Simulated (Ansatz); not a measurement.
# SiGeN (doublet): from Hartree-Fock to the top rungs, cc-pVDZ

An exercise on one series of results from a longer session: the logs are not shown, and one member is left open.

Computed with Ansatz 0.2.0, Gaussian basis. Level: cc-pVDZ, core rule «outside noble gas», up to 20 orbitals frozen.

To be run: UHF; CCSD(T) on ROHF; CCSD(T) on UHF; BCCD(T) on ROHF; CISD as a restricted active space (open shells left free, so some higher excitations enter); CCSDT(Q) on ROHF; CCSDT(Q) on UHF.

41 further runs of the same task are left out: 10 for a known fault of the program, 16 that didn't finish, 15 set aside as unsound or not needed. Runs told in other sessions of the task aren't counted.

## The system

The geometry is a PBE0/def2-TZVP stationary point (not a proven minimum) of the parent state, kept for this charge and spin. No spin-orbit coupling is included. The filled d shell of Ge may be among the frozen orbitals whatever the setting's name suggests.

3 atoms, charge 0, spin multiplicity 2.

Atoms are counted from 1 here; the program's logs count them from 0.

Bond lengths: Ge1–N2 1.719 Å, N2–Si3 1.644 Å. Angles: Ge1–N2–Si3 180.0°.

The first run:

in.yaml

```yaml
crystal:
  periodic: [false, false, false]
  atoms:
    - {symbol: Ge, position_ang: [0.000000, 0.000000, 1.693800]}
    - {symbol: N, position_ang: [0.000000, 0.000000, -0.024900]}
    - {symbol: Si, position_ang: [0.000000, 0.000000, -1.668900]}
basis:
  gaussian: {orbitals: cc-pVDZ}
magnetization: {spin_polarized: true, initial_magnetization: 1}
hamiltonian: {xc: hf}
output: {orbitals: {seedname: orbitals}}
```

The run is started by

```console
$ ansatz run in.yaml --threads 1 --pin off --events-out ev --progress --plain --max-ram 2393MiB
```

Steps of the session up to this table: UHF; CCSD(T) on ROHF; CCSD(T) on UHF; BCCD(T) on ROHF; CISD as a restricted active space (open shells left free, so some higher excitations enter); CCSDT(Q) on ROHF; CCSDT(Q) on UHF.

One table of the session follows, with a row left open; its other results are not shown here.

It belongs to the step «Misses and costs». 

```
   method  from RCCSDT(Q) (kcal/mol)
     ROHF                    +220.90
      UHF                    +212.53
     RMP2                     +25.36
     UMP2                     +32.93
    RCCSD                     +12.52
    UCCSD                     +11.87
 RCCSD(T)                      +1.76
 UCCSD(T)                      +2.13
  BCCD(T)                          ?
   RCCSDT                      +1.21
   UCCSDT                      +1.08
RCCSDT(Q)                          0
UCCSDT(Q)                      -0.25
```

Q: Estimate the row for BCCD(T) from the others.

As computed: from RCCSDT(Q) (kcal/mol): +1.71. In the column «from RCCSDT(Q) (kcal/mol)» it lies between RCCSDT (+1.21) and RCCSD(T) (+1.76).

Not comparable, so not listed: CISD as a restricted active space (open shells left free, so some higher excitations enter) (they don't share determinant, frozen orbitals or solution with the rows shown, or repeat one).

Caveats from the session: Warnings: spin contamination; large T1 diagnostic. Restricted and unrestricted rows rest on different reference determinants; a gap between their highest levels can come from leftover correlation error, from unlike frozen cores or from another state.
